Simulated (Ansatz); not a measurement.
**GeB₂H₆: one species, many methods**

An exercise on one series of results from a longer session: the logs are not shown, and one member is left open.

Method: functionals in def2-TZVPP, the program's frozen cores in correlated methods; program: Ansatz 0.2.0, Gaussian basis.

Plan: LDA (SPW92), PBE-D4, revPBE-D4, BLYP-D4, r2SCAN-D4, B97M-V, PBE0-D4, B3LYP-D4, r2SCANh-D4, r2SCAN0-D4, HSE06-D4, BHLYP-D4, CAM-B3LYP-D4, LC-ωPBE, ωB97X-V, ωB97M-V, B2PLYP, PBE-QIDH; CCSD(T)/def2-SVP; CCSD(T)/def2-TZVPP; MP2/def2-QZVPP; extrapolation to the limit; RPA on PBE.

## The geometry

An earlier PBE0-D4 in a triple-zeta def2 set relaxation fixed the geometry.

SMILES `B[BH][GeH3]`, 9 atoms, charge 0, spin multiplicity 1.

Atoms are counted from 1 here; the program's logs count them from 0.

Bond lengths: B1–B2 1.604 Å, B1–H4 1.201 Å, B1–H5 1.201 Å, B2–Ge3 2.082 Å, B2–H6 1.194 Å, Ge3–H7 1.540 Å, Ge3–H8 1.538 Å, Ge3–H9 1.540 Å. Angles: B2–B1–H4 121.7°, B2–B1–H5 121.7°, H4–B1–H5 116.2°, B1–B2–Ge3 112.0°, B1–B2–H6 132.8°, Ge3–B2–H6 115.2°, B2–Ge3–H7 108.9°, B2–Ge3–H8 114.7°, B2–Ge3–H9 109.0°, H7–Ge3–H8 107.9°, H7–Ge3–H9 108.2°, H8–Ge3–H9 107.9°.

As a file:

```xyz
9
charge 0, multiplicity 1
B    -0.78409    0.76300   -1.32625
B     0.26253    0.90789   -0.11957
Ge    0.46525   -0.86495    0.95357
H    -0.45115    0.34981   -2.40343
H    -1.96207    0.92819   -1.16189
H     0.93092    1.81708    0.27022
H     1.93743   -1.31489    0.90023
H    -0.40378   -2.02770    0.44433
H     0.09357   -0.60474    2.42549
```

The first run:

Contents of in.yaml:

```yaml
crystal:
  periodic: [false, false, false]
  atoms:
    - {symbol: B, position_ang: [-0.784091, 0.762999, -1.326254]}
    - {symbol: B, position_ang: [0.262526, 0.907893, -0.119572]}
    - {symbol: Ge, position_ang: [0.465255, -0.864951, 0.953574]}
    - {symbol: H, position_ang: [-0.451152, 0.349812, -2.403430]}
    - {symbol: H, position_ang: [-1.962074, 0.928194, -1.161888]}
    - {symbol: H, position_ang: [0.930918, 1.817081, 0.270220]}
    - {symbol: H, position_ang: [1.937429, -1.314893, 0.900232]}
    - {symbol: H, position_ang: [-0.403779, -2.027696, 0.444330]}
    - {symbol: H, position_ang: [0.093568, -0.604738, 2.425489]}
basis:
  gaussian: {orbitals: def2-TZVPP}
hamiltonian: {xc: lda}
output: {orbitals: {seedname: orbitals}}
```

On the command line:

```bash
$ ansatz run in.yaml --threads 2 --pin off --events-out ev --progress --plain --max-ram 4352MiB
```

Among the steps run: LDA; PBE-D4 (GGA); revPBE-D4 (GGA); BLYP-D4 (GGA); r2SCAN-D4 (meta-GGA); B97M-V (meta-GGA); B3LYP-D4 (hybrid); r2SCANh-D4 (hybrid); r2SCAN0-D4 (hybrid); HSE06-D4 (hybrid); BHLYP-D4 (hybrid); CAM-B3LYP-D4 (range-separated); LC-ωPBE (range-separated); ωB97X-V (range-separated); ωB97M-V (range-separated); B2PLYP (double hybrid); PBE-QIDH (double hybrid).

One of the session's tables, all rows but one given; the rest of the session is left out.

It belongs to the step «Frontier levels by functional». 

| functional | HOMO (eV) | LUMO (eV) | gap (eV) |
| --- | --- | --- | --- |
| LDA (SPW92) | -6.85 | -3.25 | 3.59 |
| PBE-D4 | -6.74 | -3.04 | 3.70 |
| revPBE-D4 | -6.69 | -2.95 | 3.75 |
| BLYP-D4 | -6.62 | -2.87 | 3.76 |
| r2SCAN-D4 | -6.99 | -2.73 | 4.26 |
| B97M-V | -7.09 | -2.81 | 4.28 |
| PBE0-D4 | -7.89 | -2.09 | 5.80 |
| B3LYP-D4 | -7.70 | -2.27 | 5.43 |
| r2SCANh-D4 | -7.41 | -2.40 | 5.01 |
| r2SCAN0-D4 | -8.05 | -1.92 | 6.13 |
| HSE06-D4 | -7.49 | -2.47 | 5.02 |
| BHLYP-D4 | -8.93 | -1.02 | 7.92 |
| CAM-B3LYP-D4 | -9.21 | -0.93 | 8.27 |
| LC-ωPBE | -10.54 | 0.22 | 10.76 |
| ωB97X-V | ? | ? | ? |
| ωB97M-V | -10.02 | -0.12 | 9.90 |

Q: Estimate the row for ωB97X-V from the others.

The run gave: HOMO (eV): -10.19; LUMO (eV): 0.12; gap (eV): 10.30. In the column «HOMO (eV)» it lies between LC-ωPBE (-10.54) and ωB97M-V (-10.02).
